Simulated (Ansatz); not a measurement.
# CH6BNS: two geometries relaxed

Aim: relax the geometries before and after the rotation by 180° about the B3–S4 bond, and see whether they are two minima and how far apart in energy. SMILES of the start: CNBS.

Program: Ansatz 0.2.0. Level of theory: RHF/def2-SVP. These are calculated values, not measurements.

## Step 1: Starting point

Bond lengths: C1–N2 1.415 Å, N2–B3 1.499 Å, B3–S4 1.946 Å, C1–H5 1.110 Å, C1–H6 1.160 Å, C1–H7 1.150 Å, N2–H8 1.020 Å, B3–H9 1.248 Å, S4–H10 1.383 Å. Angles: C1–N2–B3 108.5°, C1–N2–H8 107.9°, B3–N2–H8 105.5°, N2–C1–H5 116.3°, N2–C1–H6 109.8°, N2–C1–H7 111.8°, H5–C1–H6 106.0°, H5–C1–H7 109.0°, H6–C1–H7 103.1°, N2–B3–S4 123.7°, N2–B3–H9 120.0°, S4–B3–H9 116.1°, B3–S4–H10 89.8°.

As a file:

```xyz
10

C    -1.0259    0.4537   -0.4151
N    -0.7015   -0.3995    0.6657
B     0.7797   -0.3425    0.8903
S     2.0934   -0.9619   -0.4051
H    -0.6014    0.1778   -1.4031
H    -2.1766    0.4840   -0.5597
H    -0.7632    1.5502   -0.1869
H    -0.8975   -1.3579    0.3777
H     1.2300    0.0372    1.9907
H     2.1460    0.3077   -0.9516
```

## Step 2: End point A

Input file input.yaml:

```yaml
crystal:
  periodic: [false, false, false]
  atoms:
    - { symbol: C, position_ang: [-1.0259, 0.4537, -0.4151] }
    - { symbol: "N", position_ang: [-0.7015, -0.3995, 0.6657] }
    - { symbol: B, position_ang: [0.7797, -0.3425, 0.8903] }
    - { symbol: S, position_ang: [2.0934, -0.9619, -0.4051] }
    - { symbol: H, position_ang: [-0.6014, 0.1778, -1.4031] }
    - { symbol: H, position_ang: [-2.1766, 0.484, -0.5597] }
    - { symbol: H, position_ang: [-0.7632, 1.5502, -0.1869] }
    - { symbol: H, position_ang: [-0.8975, -1.3579, 0.3777] }
    - { symbol: H, position_ang: [1.23, 0.0372, 1.9907] }
    - { symbol: H, position_ang: [2.146, 0.3077, -0.9516] }
basis:
  gaussian: { orbitals: def2-SVP }
hamiltonian:
  xc: hf
relax:
  f_tol: 0.015
  max_steps: 40
```

Command:

```console
> ansatz run input.yaml --threads 1 --pin off --max-ram 2048MiB --backend cpu --events-out ev --progress --plain --runs-dir out
```

The log of the run, shortened:

```text
Warning: RAYON_NUM_THREADS=1 ignored (pool sized by the plan → 1); use --threads N
[...]
Functional definition: HF
[...]
996 factors; integrals over basis functions are off by at most 4.6e-4 eV
[...]
mean field -14090.15409522 eV, -517.8036123499 hartree, gradient 2.9e-5 eV, S^2 0.000000; 0 other end points of the search recorded, 0 dependent functions left out
[...]
reference -14090.15409522 eV, -517.8036123499 hartree; 20, 20 occupied and 70, 70 virtual orbitals, 996 factors
relax step   1: F+E_penalty+E_count = -14090.15409522 eV  Δ(F+E_penalty+E_count) = +0.000e0 eV  max|allowed force component| = 2.892e0 eV/Å  Δτ_max = 0.0000 Å  (38 SCF iters, accepted)
[...]
relax step   3: F+E_penalty+E_count = -14090.58819019 eV  Δ(F+E_penalty+E_count) = -1.139e-1 eV  max|allowed force component| = 3.057e-1 eV/Å  Δτ_max = 0.1377 Å  (34 SCF iters, accepted)
[...]
relax step   5: F+E_penalty+E_count = -14090.89207520 eV  Δ(F+E_penalty+E_count) = -1.758e-1 eV  max|allowed force component| = 6.752e-1 eV/Å  Δτ_max = 0.1914 Å  (32 SCF iters, accepted)
[...]
relax step   7: F+E_penalty+E_count = -14091.28921472 eV  Δ(F+E_penalty+E_count) = -2.044e-1 eV  max|allowed force component| = 7.455e-1 eV/Å  Δτ_max = 0.1955 Å  (33 SCF iters, accepted)
[...]
relax step   9: F+E_penalty+E_count = -14091.68019298 eV  Δ(F+E_penalty+E_count) = -1.974e-1 eV  max|allowed force component| = 5.117e-1 eV/Å  Δτ_max = 0.1986 Å  (32 SCF iters, accepted)
[...]
relax step  10: F+E_penalty+E_count = -14091.86607952 eV  Δ(F+E_penalty+E_count) = -1.859e-1 eV  max|allowed force component| = 5.685e-1 eV/Å  Δτ_max = 0.2000 Å  (33 SCF iters, accepted)
[...]
relax step  11: F+E_penalty+E_count = -14092.03462493 eV  Δ(F+E_penalty+E_count) = -1.685e-1 eV  max|allowed force component| = 5.374e-1 eV/Å  Δτ_max = 0.1978 Å  (32 SCF iters, accepted)
```

## Step 3: More of the same log: end point A relaxed

Output, continued, shortened:

```text
[...]
996 factors; integrals over basis functions are off by at most 3.9e-4 eV
mean field -14092.11336428 eV, -517.8756141599 hartree, gradient 6.4e-5 eV, S^2 0.000000; 0 other end points of the search recorded, 0 dependent functions left out
[...]
reference -14092.11336428 eV, -517.8756141599 hartree; 20, 20 occupied and 70, 70 virtual orbitals, 996 factors
relax step  12: F+E_penalty+E_count = -14092.11336428 eV  Δ(F+E_penalty+E_count) = -7.874e-2 eV  max|allowed force component| = 7.110e-1 eV/Å  Δτ_max = 0.1925 Å  (32 SCF iters, accepted)
[...]
relax step  17: F+E_penalty+E_count = -14092.24063016 eV  Δ(F+E_penalty+E_count) = -3.577e-4 eV  max|allowed force component| = 3.905e-2 eV/Å  Δτ_max = 0.0139 Å  (27 SCF iters, accepted)
[...]
Atom 0 at    -1.453561     0.545069    -0.195909 Å, force     0.002537    -0.004746    -0.000901 eV/Å
Atom 1 at    -0.343639    -0.379098    -0.211487 Å, force     0.001599     0.001448     0.000596 eV/Å
Atom 2 at     0.956425    -0.117364     0.207811 Å, force     0.000139     0.003637     0.001683 eV/Å
Atom 3 at     2.233014    -1.435313     0.103902 Å, force    -0.000826    -0.001469    -0.000753 eV/Å
Atom 4 at    -1.842649     0.724177    -1.201145 Å, force    -0.000676     0.000303    -0.000525 eV/Å
Atom 5 at    -2.275337     0.175722     0.422181 Å, force    -0.000142     0.000394     0.001747 eV/Å
Atom 6 at    -1.129226     1.499502     0.213163 Å, force     0.000085     0.002147    -0.000626 eV/Å
Atom 7 at    -0.572256    -1.285939    -0.568117 Å, force    -0.001251    -0.000293    -0.001274 eV/Å
Atom 8 at     1.252642     0.961462     0.637037 Å, force    -0.001051    -0.002096    -0.000019 eV/Å
Atom 9 at     3.257587    -0.739418     0.595463 Å, force    -0.000414     0.000675     0.000072 eV/Å
Dipole moment:    -0.344213     0.195680    -0.024694 e Å
```

Wall time 29 s (1 thread of Arm Neoverse V2, shared host); peak memory 0.16 GiB.

Step by step:

```
step  energy from step 1 (eV)  largest force component (eV/Å)
   1                   0.0000                          2.8920
   2                  -0.3202                          1.0546
   3                  -0.4341                          0.3057
   4                  -0.5622                          0.5857
   5                  -0.7380                          0.6752
   6                  -0.9308                          0.6867
   7                  -1.1351                          0.7455
   8                  -1.3287                          0.7173
   9                  -1.5261                          0.5117
  10                  -1.7120                          0.5685
  11                  -1.8805                          0.5374
  12                  -1.9593                          0.7110
  13                  -2.0677                          0.1700
  14                  -2.0707                          0.5250
  15                  -2.0857                          0.1118
  16                  -2.0862                          0.0578
  17                  -2.0865                          0.0391
  18                  -2.0867                          0.0047
```

Step 1 is the start.

After: Bond lengths: C1–N2 1.444 Å, N2–B3 1.391 Å, B3–S4 1.838 Å, C1–H5 1.093 Å, C1–H6 1.093 Å, C1–H7 1.088 Å, N2–H8 1.001 Å, B3–H9 1.198 Å, S4–H10 1.333 Å. Angles: C1–N2–B3 126.5°, C1–N2–H8 114.1°, B3–N2–H8 119.4°, N2–C1–H5 111.6°, N2–C1–H6 111.6°, N2–C1–H7 109.7°, H5–C1–H6 107.9°, H5–C1–H7 108.0°, H6–C1–H7 107.9°, N2–B3–S4 119.8°, N2–B3–H9 120.6°, S4–B3–H9 119.6°, B3–S4–H10 98.0°.

## Step 4: End point B

The second end starts from a geometry with the move made by hand.

Changes to input.yaml since step 2:

```diff
@@ -12,3 +12,3 @@
     - { symbol: H, position_ang: [1.23, 0.0372, 1.9907] }
-    - { symbol: H, position_ang: [2.146, 0.3077, -0.9516] }
+    - { symbol: H, position_ang: [2.03431, -2.22844, 0.1478] }
 basis:
@@ -20 +20,3 @@
   max_steps: 40
+output:
+  orbitals: {}
```

Command:

```console
> ansatz run input.yaml --threads 1 --pin off --max-ram 2048MiB --backend cpu --events-out ev --progress --plain --runs-dir out
```

The log of the run, shortened:

```text
Warning: RAYON_NUM_THREADS=1 ignored (pool sized by the plan → 1); use --threads N
[...]
Functional definition: HF
[...]
995 factors; integrals over basis functions are off by at most 4.6e-4 eV
[...]
mean field -14090.16263741 eV, -517.8039262696 hartree, gradient 3.6e-5 eV, S^2 0.000000; 0 other end points of the search recorded, 0 dependent functions left out
[...]
reference -14090.16263741 eV, -517.8039262696 hartree; 20, 20 occupied and 70, 70 virtual orbitals, 995 factors
relax step   1: F+E_penalty+E_count = -14090.16263741 eV  Δ(F+E_penalty+E_count) = +0.000e0 eV  max|allowed force component| = 2.855e0 eV/Å  Δτ_max = 0.0000 Å  (36 SCF iters, accepted)
[...]
relax step   4: F+E_penalty+E_count = -14090.74445449 eV  Δ(F+E_penalty+E_count) = -1.284e-1 eV  max|allowed force component| = 6.868e-1 eV/Å  Δτ_max = 0.1953 Å  (33 SCF iters, accepted)
[...]
Total energy: -14092.24076097 eV, -517.8802959019 hartree
Atom 0 at    -1.221731     0.661966    -0.269850 Å, force    -0.000893     0.000682     0.001200 eV/Å
Atom 1 at    -0.375615    -0.507455    -0.218283 Å, force    -0.001152    -0.003445    -0.000921 eV/Å
Atom 2 at     0.826782    -0.628184     0.470299 Å, force     0.000102    -0.003174    -0.000532 eV/Å
Atom 3 at     1.758201    -2.211512     0.411926 Å, force    -0.002449     0.001283    -0.000374 eV/Å
Atom 4 at    -1.351667     1.019414    -1.294178 Å, force     0.001727    -0.000024     0.000799 eV/Å
Atom 5 at    -2.212620     0.460820     0.144632 Å, force     0.001367    -0.000037    -0.000983 eV/Å
Atom 6 at    -0.772126     1.464753     0.310802 Å, force    -0.002197    -0.002115    -0.001412 eV/Å
Atom 7 at    -0.724531    -1.287455    -0.739768 Å, force     0.001775     0.005423     0.002800 eV/Å
Atom 8 at     1.261922     0.291884     1.102508 Å, force     0.000597     0.000984    -0.000765 eV/Å
Atom 9 at     2.782694    -1.851570     1.184214 Å, force     0.001123     0.000423     0.000186 eV/Å
Dipole moment:    -0.276951     0.278113    -0.058090 e Å
```

Wall time 24 s (1 thread of Arm Neoverse V2, shared host); peak memory 0.16 GiB.

Relaxation path:

```
step  energy from step 1 (eV)  largest force component (eV/Å)
   1                   0.0000                          2.8549
   2                  -0.3371                          1.0788
   3                  -0.4534                          0.4622
   4                  -0.5818                          0.6868
   5                  -0.7711                          0.9244
   6                  -1.0149                          1.5415
   7                  -1.3447                          1.2993
   8                  -1.6299                          1.2950
   9                  -1.8696                          0.8251
  10                  -2.0123                          0.4124
  11                  -2.0444                          0.6287
  12                  -2.0503                          1.0028
  13                  -2.0748                          0.2616
  14                  -2.0780                          0.0184
  15                  -2.0781                          0.0054
```

Step 1 is the start.

After: Bond lengths: C1–N2 1.444 Å, N2–B3 1.391 Å, B3–S4 1.838 Å, C1–H5 1.093 Å, C1–H6 1.093 Å, C1–H7 1.088 Å, N2–H8 1.001 Å, B3–H9 1.198 Å, S4–H10 1.333 Å. Angles: C1–N2–B3 126.5°, C1–N2–H8 114.1°, B3–N2–H8 119.4°, N2–C1–H5 111.6°, N2–C1–H6 111.6°, N2–C1–H7 109.6°, H5–C1–H6 107.9°, H5–C1–H7 107.9°, H6–C1–H7 107.9°, N2–B3–S4 119.8°, N2–B3–H9 120.6°, S4–B3–H9 119.6°, B3–S4–H10 98.0°.

## Step 5: Outcome

| quantity | value |
| --- | --- |
| end A | 17 moves, 2.087 eV lower |
| end B | 14 moves, 2.078 eV lower |
| largest difference between the ends | 0.02 Å |
| end B relative to end A | -0.000 eV |

In words: The two relaxations end at one structure, within 0.02 Å: no second minimum was found from this start, which doesn't rule one out.
